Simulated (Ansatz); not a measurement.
I need a band structure of CrO₂, space group Cmcm. Use Ansatz's Python interface. Use: LDA, PAW, cutoff 450 eV, 9×9×3 k-points, Fermi-Dirac smearing of 0.05 eV, collinear spin.

`POSCAR_cro2`
```text
CrO2
1.0
   1.43186000   -2.61351900    0.00000000
   1.43186000    2.61351900    0.00000000
   0.00000000    0.00000000   10.78848900
Cr O
2 4
Direct
   0.00000000    0.00000000    0.50000000
   0.00000000    0.00000000    0.00000000
   0.66409700    0.33590300    0.58919900
   0.66409700    0.33590300    0.91080100
   0.33590300    0.66409700    0.41080100
   0.33590300    0.66409700    0.08919900
```

Script `cro2_bands.py`:
```python
'''Bands of CrO2 along a path through the zone.'''

import logging
import sys

import ansatz as az
from ase.io import read
import numpy as np

logging.basicConfig(stream=sys.stdout, format='[%(levelname)s] %(message)s')
log = logging.getLogger('cro2')
log.setLevel(logging.INFO)


def main() -> None:
    atoms = read('POSCAR_cro2', format='vasp')
    atoms.set_initial_magnetic_moments([3.9, -3.9, 0.0, 0.0, 0.0, 0.0])
    cell = az.Crystal.from_ase(atoms)

    # vertices of the path, as fractions of the reciprocal vectors
    path = [
        ('G', (0.0, 0.0, 0.0)),
        ('S', (0.0, 0.5, 0.0)),
        ('R', (0.0, 0.5, 0.5)),
        ('Z', (0.0, 0.0, 0.5)),
        ('T', (-0.5, 0.5, 0.5)),
    ]
    calculation = cell.calculation()
    calculation = calculation.basis(450).spin(az.SpinTreatment.COLLINEAR)
    calculation = calculation.kpoints(9, 9, 3)
    calculation = calculation.pseudopotentials('paw')
    calculation = calculation.functional('lda')
    calculation = calculation.occupations(az.OccupationsMethod.FERMI_DIRAC, width=0.05).band_structure([point for _, point in path], intervals=8)
    calculation = calculation.scf(extra_bands=10)
    try:
        outcome = calculation.run()
    except az.NonConvergedError as error:
        sys.exit(f'no convergence: {error}')
    except az.RefusalError as error:
        sys.exit(f'input refused: {error}')
    report = outcome.report

    energy = report['free_energy_ev']
    log.info('CrO2: {:.6f} eV = {:.6f} Ry = {:.6f} Ha'.format(energy, energy / 13.605693, energy / 27.211386))
    log.info('Fermi level {:.4f} eV, {} k-points, {} symmetry operations'.format(report['fermi_energy_ev'], report['n_kpoints'], report['n_symmetry_ops']))

    log.info(f'net moment {report["magnetization_mub"]:.3f} muB, absolute {report["absolute_magnetization_mub"]:.3f} muB')
    for index, (site, m) in enumerate(zip(outcome.lattice.sites, report['site_moments_mub'])):
        log.info(f'  {index:2d} {site.symbol:2s} {m:7.3f}')

    bands = outcome.band_structure()
    fermi = bands.fermi_energy_ev
    log.info(f'zero of the bands: {fermi:.3f} eV, the Fermi level found on the SCF mesh')
    for spin, channel in enumerate(bands.channels):
        levels = channel.eigenvalues_ev - fermi
        crossing = [b for b in range(levels.shape[1]) if levels[:, b].min() < 0 < levels[:, b].max()]
        print(f'channel {spin}: bands that cross the Fermi level on this path:', [b + 1 for b in crossing] or 'none')
        shown = crossing or sorted(np.argsort(np.abs(levels).min(axis=0))[:2])
        for k, row in zip(bands.kpoints_frac, levels[:, shown]):
            print(f'{k[0]:7.3f} {k[1]:7.3f} {k[2]:7.3f}  ', ' '.join(f'{e:8.3f}' for e in row))


if __name__ == '__main__':
    main()
```

Output of `python cro2_bands.py`:
```text
[INFO] CrO2: -8866.855881 eV = -651.701893 Ry = -325.850946 Ha
[INFO] Fermi level 5.1273 eV, 70 k-points, 4 symmetry operations
[INFO] net moment -0.000 muB, absolute 4.471 muB
[INFO]    0 Cr   1.735
[INFO]    1 Cr  -1.735
[INFO]    2 O   -0.051
[INFO]    3 O    0.051
[INFO]    4 O   -0.051
[INFO]    5 O    0.051
[INFO] zero of the bands: 5.127 eV, the Fermi level found on the SCF mesh
channel 0: bands that cross the Fermi level on this path: [27]
  0.000   0.000   0.000      0.625
  0.000   0.062   0.000      0.628
  0.000   0.125   0.000      0.612
  0.000   0.188   0.000      0.543
  0.000   0.250   0.000      0.409
  0.000   0.312   0.000      0.237
  0.000   0.375   0.000      0.092
  0.000   0.438   0.000      0.020
  0.000   0.500   0.000      0.002
  0.000   0.500   0.062      0.002
  0.000   0.500   0.125      0.002
  0.000   0.500   0.188      0.002
  0.000   0.500   0.250      0.002
  0.000   0.500   0.312      0.003
  0.000   0.500   0.375      0.003
  0.000   0.500   0.438      0.003
  0.000   0.500   0.500      0.003
  0.000   0.438   0.500      0.021
  0.000   0.375   0.500      0.092
  0.000   0.312   0.500      0.236
  0.000   0.250   0.500      0.410
  0.000   0.188   0.500      0.547
  0.000   0.125   0.500      0.618
 -0.000   0.063   0.500      0.636
  0.000   0.000   0.500      0.635
 -0.062   0.062   0.500      0.636
 -0.125   0.125   0.500      0.624
 -0.188   0.188   0.500      0.560
 -0.250   0.250   0.500      0.404
 -0.312   0.312   0.500      0.165
 -0.375   0.375   0.500     -0.067
 -0.437   0.437   0.500     -0.174
 -0.500   0.500   0.500     -0.192
channel 1: bands that cross the Fermi level on this path: [27]
  0.000   0.000   0.000      0.625
  0.000   0.062   0.000      0.628
  0.000   0.125   0.000      0.612
  0.000   0.188   0.000      0.543
  0.000   0.250   0.000      0.409
  0.000   0.312   0.000      0.237
  0.000   0.375   0.000      0.092
  0.000   0.438   0.000      0.020
  0.000   0.500   0.000      0.002
  0.000   0.500   0.062      0.002
  0.000   0.500   0.125      0.002
  0.000   0.500   0.188      0.002
  0.000   0.500   0.250      0.002
  0.000   0.500   0.312      0.003
  0.000   0.500   0.375      0.003
  0.000   0.500   0.438      0.003
  0.000   0.500   0.500      0.003
  0.000   0.438   0.500      0.021
  0.000   0.375   0.500      0.092
  0.000   0.312   0.500      0.236
  0.000   0.250   0.500      0.409
  0.000   0.188   0.500      0.547
  0.000   0.125   0.500      0.618
 -0.000   0.063   0.500      0.636
  0.000   0.000   0.500      0.635
 -0.062   0.062   0.500      0.636
 -0.125   0.125   0.500      0.624
 -0.188   0.188   0.500      0.560
 -0.250   0.250   0.500      0.404
 -0.312   0.312   0.500      0.165
 -0.375   0.375   0.500     -0.067
 -0.437   0.437   0.500     -0.174
 -0.500   0.500   0.500     -0.192
```

Absolute energies stand on the zero of these potentials, so only differences at equal settings mean something. A total without «per atom» is that of the cell as typed. The magnetic order follows from the starting moments and needn't be the lowest. Only differences from the Fermi energy are physical; the zero of the scale is a convention. Without a Hubbard U or exact exchange, semilocal functionals often make such 3d compounds metallic or too weakly gapped. The structure comes from a database of computed cells and needn't be a stable or known phase. Gaps and levels are Kohn-Sham values on a finite set of k-points. It ran for 41 s on 1 thread of Arm Neoverse V2, with other jobs on the host, peak memory 0.7 GiB.

(Lines on the test bed's own set-up are left out of the output.)
